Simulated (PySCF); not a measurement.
# TiCl3: EPR parameters at several levels of theory

How much do the EPR parameters of TiCl3 (`[Cl][Ti]([Cl])[Cl]`) depend on the level of theory, and what does each level cost?

Computed with PySCF 2.14.0, with density-fitted response routines of our own, on a single molecule in the gas phase. Atoms are numbered from 0 throughout.

**1. The molecule as given**

4 atoms, charge 0, multiplicity 2; geometry from: GFN2-xTB. The atoms were then displaced at random by about 0.03 Å, so the start is not that level's minimum.

Bonds of the start (Å): Ti0–Cl1 2.04, Ti0–Cl2 2.24, Ti0–Cl3 2.03.

**2. Geometry optimisation at PBE0-D3(BJ)/def2-SVP**

What the job is given:

```
{"job": {"xc": "PBE0", "basis": "def2-SVP", "d3": "d3bj", "grid": 1, "maxiter": 40, "shake": 0.03, "kind": "geom"}, "charge": 0, "multiplicity": 2}
Ti     0.058150    -0.075760     0.361310
Cl     2.047970    -0.038260    -0.103970
Cl    -1.070840     1.791570    -0.155440
Cl    -0.951990    -1.767990    -0.132370
```

The run is started by

```bash
OMP_NUM_THREADS=1 python probes_run.py task.json out
```

The driver reads the jobs from task.json and runs them one after another.

Log:

```text
step   0  E = -2229.05126878  max force = 0.066365
step   1  E = -2229.06704221  max force = 0.029692
step   2  E = -2229.07176994  max force = 0.005639
step   3  E = -2229.07110022  max force = 0.009599
step   4  E = -2229.07107923  max force = 0.009675
step   5  E = -2229.07060050  max force = 0.011908
step   6  E = -2229.07079408  max force = 0.010817
step   7  E = -2229.07168813  max force = 0.005277
step   8  E = -2229.07135125  max force = 0.007789
step   9  E = -2229.07148328  max force = 0.006552
step  10  E = -2229.03796336  max force = 0.090768
step  11  E = -2229.06743957  max force = 0.027000
step  12  E = -2229.07127408  max force = 0.007628
step  13  E = -2229.07180945  max force = 0.001942
step  14  E = -2229.07170890  max force = 0.006377
step  15  E = -2229.07194122  max force = 0.002990
step  16  E = -2229.07126713  max force = 0.009877
step  17  E = -2229.07198153  max force = 0.001332
step  18  E = -2229.07136901  max force = 0.009972
step  19  E = -2229.07204092  max force = 0.001321
step  20  E = -2229.07205971  max force = 0.000282
step  21  E = -2229.07206036  max force = 0.000251
optimisation converged
```

Run time: 2.2 min. Hardware: 1 thread of Arm Neoverse V1, shared host; peak memory 0.37 GiB.

Step by step: (the energy doesn't fall at every step)

| step | energy from step 0 (eV) | largest force component (eV/Å) |
| --- | --- | --- |
| 0 | 0.0000 | 3.4126 |
| 1 | -0.4292 | 1.5268 |
| 2 | -0.5579 | 0.2900 |
| 3 | -0.5396 | 0.4936 |
| 4 | -0.5391 | 0.4975 |
| 5 | -0.5260 | 0.6123 |
| 6 | -0.5313 | 0.5562 |
| 7 | -0.5556 | 0.2714 |
| 8 | -0.5465 | 0.4005 |
| 9 | -0.5501 | 0.3369 |
| 10 | 0.3621 | 4.6675 |
| 11 | -0.4400 | 1.3884 |
| 12 | -0.5444 | 0.3922 |
| 13 | -0.5589 | 0.0999 |
| 14 | -0.5562 | 0.3279 |
| 15 | -0.5625 | 0.1538 |
| 16 | -0.5442 | 0.5079 |
| 17 | -0.5636 | 0.0685 |
| 18 | -0.5470 | 0.5128 |
| 19 | -0.5652 | 0.0679 |
| 20 | -0.5658 | 0.0145 |
| 21 | -0.5658 | 0.0129 |

Close pairs (by a distance rule), those that changed most:

| bond | before (Å) | after (Å) | change (Å) |
| --- | --- | --- | --- |
| Ti0–Cl3 | 2.032 | 2.184 | +0.152 |
| Ti0–Cl1 | 2.044 | 2.184 | +0.140 |
| Ti0–Cl2 | 2.242 | 2.180 | -0.063 |

The final coordinates are the input of the step that follows.

| at the end point | value |
| --- | --- |
| point group (found at 0.08 Å tolerance) | D3h |
| rotational constants (GHz, main isotopes) | 2.043, 2.004, 1.012 |
| dipole moment (D) | 0.04 |
| ⟨S²⟩ | 0.756 |

**3. g tensor and hyperfine couplings: PBE0/def2-TZVP-core+IGLO-III**

What the job is given:

```
{"job": {"kind": "epr"}, "charge": 0, "multiplicity": 2}
Ti     0.021844    -0.027642    -0.000060
Cl     2.160425     0.079768     0.429658
Cl    -1.104287     1.811987    -0.313781
Cl    -0.994693    -1.954553    -0.146287
```

Level: UKS PBE0, IGLO-III on Cl, def2-TZVP-core on Ti, non-relativistic, mean-field spin-orbit, GIAO.

Log:

```text
starts in def2-SVP, energy above the lowest (Eh): 0.00000 0.00000 0.00000 0.00000 0.00000
UKS, coarse grid
  cycle   1  E = -2211.74970857  |g| = 9.93e+00
  cycle   2  E = -2142.93193349  |g| = 8.23e+00
  cycle   3  E = -2175.96760227  |g| = 1.01e+01
  cycle   4  E = -2198.02614754  |g| = 7.65e+00
  cycle   5  E = -2192.59501976  |g| = 6.42e+00
  cycle   6  E = -2211.60276885  |g| = 6.24e+00
  cycle   7  E = -2228.69624805  |g| = 1.33e+00
  cycle   8  E = -2211.16443425  |g| = 6.89e+00
  cycle   9  E = -2218.95398310  |g| = 5.93e+00
  cycle  10  E = -2217.05011951  |g| = 6.36e+00
  cycle  11  E = -2228.37075902  |g| = 1.94e+00
  cycle  12  E = -2229.60425428  |g| = 2.99e-01
  cycle  13  E = -2229.64237966  |g| = 1.24e-01
  cycle  14  E = -2229.64923681  |g| = 2.10e-02
  cycle  15  E = -2229.64954321  |g| = 9.48e-03
  cycle  16  E = -2229.64964562  |g| = 3.87e-03
  cycle  17  E = -2229.64970131  |g| = 2.31e-03
  cycle  18  E = -2229.64973067  |g| = 1.47e-03
  cycle  19  E = -2229.64975726  |g| = 1.25e-03
  cycle  20  E = -2229.64976896  |g| = 9.09e-04
  cycle  21  E = -2229.64978087  |g| = 7.44e-04
  cycle  22  E = -2229.64978846  |g| = 5.97e-04
UKS, final grid
  cycle   1  E = -2229.64976681  |g| = 5.78e-04
  cycle   2  E = -2229.64976893  |g| = 5.18e-04
  cycle   3  E = -2229.64977007  |g| = 4.41e-04
  cycle   4  E = -2229.64977293  |g| = 4.05e-04
  cycle   5  E = -2229.64977517  |g| = 3.97e-04
  cycle   6  E = -2229.64977812  |g| = 1.43e-04
  cycle   7  E = -2229.64977838  |g| = 8.47e-05
  cycle   8  E = -2229.64977851  |g| = 3.38e-05
  cycle   9  E = -2229.64977851  |g| = 1.39e-05
E = -2229.64977851 Eh   <S^2> = 0.7555 (exact 0.7500)
g shifts (ppm)      1          2          3
  rmc          -359       -359       -359
  gc             73         73         -2
  oz_so      -64665     -64039      -5606
  total      -64950     -64325      -5966
hyperfine (MHz)  atom isotope    a_iso     a_fc   dipolar eigenvalues
    0  47Ti     -76.51     -79.49    -20.20     10.05     10.15
    1  35Cl      -3.22      -3.12     -2.06     -0.16      2.23
    2  35Cl      -3.29      -3.20     -2.08     -0.14      2.22
    3  35Cl      -3.23      -3.13     -2.07     -0.15      2.23
```

Wall time 1.7 min (1 thread of Arm Neoverse V1, shared host); peak memory 0.95 GiB.

Principal g values 1.93737, 1.93799, 1.99635; g(iso) = 1.95724, against 2.00232 for a free electron.

Mean a(iso) over the nuclei that a row names, and the largest dipolar term of the row (other rows stand at the frozen geometry):

| nuclei | isotope | a(iso) (MHz) | a(iso) (G, at g = 2.0023) | largest dipolar term (MHz) |
| --- | --- | --- | --- | --- |
| Ti0 | 47Ti | -76.5 | -27.3 | -20.2 |
| Cl1, Cl2, Cl3 | 35Cl | -3.2 | -1.2 | 2.2 |

Mulliken spin populations:

| atom | value (e) |
| --- | --- |
| Ti0 | 1.11 |
| Cl1 | -0.04 |
| Cl2 | -0.04 |
| Cl3 | -0.04 |

In first order the couplings over 0.8 MHz of 35Cl give 10 distinct lines over 10.4 G, if the averaged nuclei exchange fast.

The fields below are evaluated on a grid from the run's orbitals.

ELF in a plane through or near 4 of the atoms.

Values, 10 rows by 14 columns:
```
0.00 0.00 0.00 0.00 0.00 0.00 0.00 0.00 0.00 0.00 0.00 0.00 0.00 0.00
0.00 0.00 0.00 0.00 0.00 0.19 0.47 0.54 0.37 0.12 0.00 0.00 0.00 0.00
0.00 0.00 0.00 0.00 0.17 0.70 0.81 0.31 0.87 0.60 0.08 0.00 0.00 0.00
0.00 0.00 0.00 0.00 0.08 0.68 0.75 0.34 0.84 0.59 0.03 0.00 0.00 0.00
0.00 0.00 0.07 0.25 0.17 0.05 0.29 0.44 0.09 0.05 0.10 0.07 0.01 0.00
0.00 0.16 0.59 0.86 0.82 0.55 0.73 0.23 0.25 0.80 0.85 0.67 0.28 0.00
0.00 0.24 0.74 0.58 0.60 0.83 0.19 0.06 0.81 0.23 0.23 0.85 0.45 0.01
0.00 0.03 0.30 0.67 0.74 0.59 0.09 0.04 0.57 0.77 0.79 0.51 0.14 0.00
0.00 0.00 0.00 0.01 0.03 0.01 0.00 0.00 0.02 0.06 0.06 0.01 0.00 0.00
0.00 0.00 0.00 0.00 0.00 0.00 0.00 0.00 0.00 0.00 0.00 0.00 0.00 0.00
```
The map spans 9.1 Å across and 9.5 Å up, centred on the molecule. Atoms in the plane (x, y in Å): Ti0 (0.0, 0.0), Cl1 (1.9, -1.1), Cl2 (0.1, 2.2), Cl3 (-1.9, -1.0).

On the surface of density 0.002 e/bohr³ the electrostatic potential runs, from the 1st to the 99th percentile, from -0.17 V near Cl1 to 2.10 V near Ti0.

The spin density lies nearest to Ti0 87 %.

**4. g tensor and hyperfine couplings: PBE/def2-TZVP-core+IGLO-III**

Same as in step 3 but for these lines:

```diff
@@ -1,2 +1,2 @@
-{"job": {"kind": "epr"}, "charge": 0, "multiplicity": 2}
+{"job": {"kind": "epr", "xc": "PBE"}, "charge": 0, "multiplicity": 2}
 Ti     0.021844    -0.027642    -0.000060
```

Method: UKS PBE, IGLO-III on Cl, def2-TZVP-core on Ti, non-relativistic, mean-field spin-orbit, GIAO.

Log:

```text
starts in def2-SVP, energy above the lowest (Eh): 0.00000 0.00000 0.00000 0.00000
UKS, coarse grid
  cycle   1  E = -2205.18567750  |g| = 1.12e+01
  cycle   2  E = -2117.70948861  |g| = 1.01e+01
  cycle   3  E = -2179.15527532  |g| = 8.76e+00
  cycle   4  E = -2199.34326462  |g| = 6.10e+00
  cycle   5  E = -2188.52579261  |g| = 7.80e+00
  cycle   6  E = -2218.64887396  |g| = 3.52e+00
  cycle   7  E = -2221.15889617  |g| = 3.23e+00
  cycle   8  E = -2217.16793580  |g| = 3.98e+00
  cycle   9  E = -2229.18683600  |g| = 7.87e-01
  cycle  10  E = -2217.59952131  |g| = 5.88e+00
  cycle  11  E = -2225.85770745  |g| = 3.47e+00
  cycle  12  E = -2227.80538635  |g| = 2.31e+00
  cycle  13  E = -2229.14013237  |g| = 1.03e+00
  cycle  14  E = -2229.48282211  |g| = 3.23e-01
  cycle  15  E = -2229.53179288  |g| = 5.36e-02
  cycle  16  E = -2229.53299810  |g| = 1.61e-02
  cycle  17  E = -2229.53311175  |g| = 4.34e-03
  cycle  18  E = -2229.53312601  |g| = 1.69e-03
  cycle  19  E = -2229.53312871  |g| = 6.52e-04
UKS, final grid
  cycle   1  E = -2229.53309200  |g| = 1.80e-03
  cycle   2  E = -2229.53306226  |g| = 8.36e-03
  cycle   3  E = -2229.53309364  |g| = 5.72e-04
  cycle   4  E = -2229.53309383  |g| = 2.42e-04
  cycle   5  E = -2229.53309391  |g| = 1.19e-04
  cycle   6  E = -2229.53309394  |g| = 3.81e-05
  cycle   7  E = -2229.53309395  |g| = 1.66e-05
E = -2229.53309395 Eh   <S^2> = 0.7554 (exact 0.7500)
g shifts (ppm)      1          2          3
  rmc          -333       -333       -333
  gc             65         65         -2
  oz_so      -45197     -44835      -4292
  total      -45465     -45104      -4627
hyperfine (MHz)  atom isotope    a_iso     a_fc   dipolar eigenvalues
    0  47Ti     -97.30     -99.40    -19.88      9.92      9.96
    1  35Cl      -0.71      -0.61     -3.11      0.75      2.36
    2  35Cl      -0.76      -0.66     -3.13      0.78      2.35
    3  35Cl      -0.71      -0.61     -3.12      0.76      2.37
```

Wall time 41 s (1 thread of Arm Neoverse V1, shared host); peak memory 0.76 GiB.

In short: g(iso) 1.97059.

**5. g tensor and hyperfine couplings: B3LYP/def2-TZVP-core+IGLO-III**

What the job is given:

```
{"job": {"kind": "epr", "xc": "B3LYP"}, "charge": 0, "multiplicity": 2}
Ti     0.021844    -0.027642    -0.000060
Cl     2.160425     0.079768     0.429658
Cl    -1.104287     1.811987    -0.313781
Cl    -0.994693    -1.954553    -0.146287
```

With the program's defaults for keys left out, this is: UKS B3LYP, IGLO-III on Cl, def2-TZVP-core on Ti, non-relativistic, mean-field spin-orbit, GIAO.

Log:

```text
starts in def2-SVP, energy above the lowest (Eh): 0.00000 0.00000 0.00000 0.00000 0.00000
UKS, coarse grid
  cycle   1  E = -2210.66535222  |g| = 1.03e+01
  cycle   2  E = -2140.60470954  |g| = 8.68e+00
  cycle   3  E = -2177.70049583  |g| = 9.77e+00
  cycle   4  E = -2203.20742759  |g| = 6.67e+00
  cycle   5  E = -2197.08738037  |g| = 6.58e+00
  cycle   6  E = -2211.23717070  |g| = 4.52e+00
  cycle   7  E = -2212.28576286  |g| = 4.81e+00
  cycle   8  E = -2221.71821867  |g| = 2.62e+00
  cycle   9  E = -2213.93585376  |g| = 4.25e+00
  cycle  10  E = -2229.54850348  |g| = 1.13e+00
  cycle  11  E = -2227.19692009  |g| = 3.03e+00
  cycle  12  E = -2229.85613638  |g| = 1.10e+00
  cycle  13  E = -2230.33446462  |g| = 2.26e-01
  cycle  14  E = -2230.36832790  |g| = 8.50e-02
  cycle  15  E = -2230.37164713  |g| = 3.52e-02
  cycle  16  E = -2230.37230668  |g| = 1.04e-02
  cycle  17  E = -2230.37247148  |g| = 4.91e-03
  cycle  18  E = -2230.37256295  |g| = 2.89e-03
  cycle  19  E = -2230.37259861  |g| = 1.93e-03
  cycle  20  E = -2230.37260662  |g| = 5.77e-04
UKS, final grid
  cycle   1  E = -2230.37258492  |g| = 8.18e-04
  cycle   2  E = -2230.37258346  |g| = 2.09e-03
  cycle   3  E = -2230.37258538  |g| = 3.66e-04
  cycle   4  E = -2230.37258548  |g| = 1.23e-04
  cycle   5  E = -2230.37258558  |g| = 6.98e-05
  cycle   6  E = -2230.37258563  |g| = 4.92e-05
  cycle   7  E = -2230.37258566  |g| = 3.38e-05
  cycle   8  E = -2230.37258568  |g| = 2.48e-05
  cycle   9  E = -2230.37258570  |g| = 1.13e-05
  cycle  10  E = -2230.37258570  |g| = 3.88e-06
E = -2230.37258570 Eh   <S^2> = 0.7542 (exact 0.7500)
g shifts (ppm)      1          2          3
  rmc          -364       -364       -364
  gc             67         66         -9
  oz_so      -56919     -56410      -5127
  total      -57216     -56708      -5501
hyperfine (MHz)  atom isotope    a_iso     a_fc   dipolar eigenvalues
    0  47Ti     -87.43     -90.10    -21.75     10.83     10.92
    1  35Cl      -1.86      -1.77     -1.27     -0.41      1.68
    2  35Cl      -1.92      -1.83     -1.28     -0.39      1.67
    3  35Cl      -1.86      -1.77     -1.28     -0.40      1.69
```

Wall time 97 s (1 thread of Arm Neoverse V1, shared host); peak memory 0.92 GiB.

In short: g(iso) 1.96251.

**6. g tensor and hyperfine couplings: BHandHLYP/def2-TZVP-core+IGLO-III**

What the job is given:

```
{"job": {"kind": "epr", "xc": "BHandHLYP"}, "charge": 0, "multiplicity": 2}
Ti     0.021844    -0.027642    -0.000060
Cl     2.160425     0.079768     0.429658
Cl    -1.104287     1.811987    -0.313781
Cl    -0.994693    -1.954553    -0.146287
```

With the program's defaults for keys left out, this is: UKS BHandHLYP, IGLO-III on Cl, def2-TZVP-core on Ti, non-relativistic, mean-field spin-orbit, GIAO.

Log, cut to the lines that bear on the results:

```text
starts in def2-SVP, energy above the lowest (Eh): 0.00000 0.00000 0.00000 0.00000
UKS, coarse grid
  cycle   1  E = -2223.42191476  |g| = 7.41e+00
  cycle   2  E = -2198.95872669  |g| = 6.14e+00
  cycle   3  E = -2190.65825165  |g| = 1.03e+01
  cycle   4  E = -2198.76829056  |g| = 8.92e+00
  cycle   5  E = -2202.26500556  |g| = 8.43e+00
  cycle   6  E = -2202.00263223  |g| = 8.51e+00
  cycle   7  E = -2201.85175324  |g| = 8.50e+00
  cycle   8  E = -2201.86451557  |g| = 8.50e+00
  cycle   9  E = -2202.21908528  |g| = 8.49e+00
  cycle  10  E = -2204.83571790  |g| = 8.30e+00
[... 13 cycles left out ...]
  cycle  24  E = -2230.15479132  |g| = 5.13e-01
  cycle  25  E = -2230.26938242  |g| = 6.83e-02
  cycle  26  E = -2230.27279565  |g| = 2.65e-02
  cycle  27  E = -2230.27367062  |g| = 1.23e-02
  cycle  28  E = -2230.27400925  |g| = 8.13e-03
  cycle  29  E = -2230.27414454  |g| = 4.71e-03
  cycle  30  E = -2230.27427992  |g| = 2.97e-03
  cycle  31  E = -2230.27433675  |g| = 2.09e-03
  cycle  32  E = -2230.27438489  |g| = 1.04e-03
  cycle  33  E = -2230.27439468  |g| = 7.17e-04
UKS, final grid
  cycle   1  E = -2230.27438522  |g| = 8.15e-04
  cycle   2  E = -2230.27438654  |g| = 1.17e-03
  cycle   3  E = -2230.27438755  |g| = 5.29e-04
  cycle   4  E = -2230.27439024  |g| = 4.89e-04
  cycle   5  E = -2230.27439748  |g| = 3.40e-04
  cycle   6  E = -2230.27440265  |g| = 1.74e-04
  cycle   7  E = -2230.27440339  |g| = 1.01e-04
  cycle   8  E = -2230.27440353  |g| = 6.28e-05
  cycle   9  E = -2230.27440356  |g| = 4.21e-05
  cycle  10  E = -2230.27440359  |g| = 2.02e-05
  cycle  11  E = -2230.27440359  |g| = 1.23e-05
E = -2230.27440359 Eh   <S^2> = 0.7539 (exact 0.7500)
g shifts (ppm)      1          2          3
  rmc          -390       -390       -390
  gc             75         75         -9
  oz_so      -82404     -81493      -5744
  total      -82719     -81808      -6143
hyperfine (MHz)  atom isotope    a_iso     a_fc   dipolar eigenvalues
    0  47Ti     -64.60     -68.38    -21.90     10.87     11.02
    1  35Cl      -3.34      -3.27     -1.24     -0.15      1.38
    2  35Cl      -3.40      -3.34     -1.22     -0.15      1.38
    3  35Cl      -3.35      -3.28     -1.23     -0.15      1.38
```

It took 1.8 min on 1 thread of Arm Neoverse V1, shared host; peak memory 0.89 GiB.

This run: g(iso) 1.94543.

**7. Run by run: EPR parameters**

g, ⟨S²⟩ and isotropic hyperfine couplings (MHz), with basis size and wall time:

| run | g(iso) | ⟨S²⟩ | 47Ti Ti0 | 35Cl Cl1 (mean) | functions | time |
| --- | --- | --- | --- | --- | --- | --- |
| PBE0/def2-TZVP-core+IGLO-III | 1.95724 | 0.756 | -76.5 | -3.2 | 212 | 1.7 min |
| PBE/def2-TZVP-core+IGLO-III | 1.97059 | 0.755 | -97.3 | -0.7 | 212 | 41 s |
| B3LYP/def2-TZVP-core+IGLO-III | 1.96251 | 0.754 | -87.4 | -1.9 | 212 | 97 s |
| BHandHLYP/def2-TZVP-core+IGLO-III | 1.94543 | 0.754 | -64.6 | -3.4 | 212 | 1.8 min |

**8. What came out**

```
                             quantity                   value
                          point group                     D3h
 rotational constants (main isotopes)    2.04, 2.00, 1.01 GHz
                        g(iso) (PBE0)                 1.95724
                                 ⟨S²⟩      0.756 (exact 0.75)
   largest a(iso) (averaged by class)  47Ti on Ti0, -76.5 MHz
surface potential, 1st and 99th percentile      -0.17 V and 2.10 V
```

**Reading.** Single values in the summary come from the first run of each kind that ended normally (PBE0/def2-TZVP-core+IGLO-III), which need not be the best level. The start was shaken at random, so part of the energy gained undoes that. Relaxing lowered the energy by 0.566 eV in 21 steps; the close pair that moved most is Ti0–Cl3, from 2.032 to 2.184 Å. Most of the unpaired spin sits on Ti0 (1.11 e). The isotropic g lies 45.1 ppt below the free-electron value. DFT tends to give too small g shifts for metal centres. The coupling of 47Ti on Ti0 runs from -97.3 (PBE/def2-TZVP-core+IGLO-III) to -64.6 MHz (BHandHLYP/def2-TZVP-core+IGLO-III).
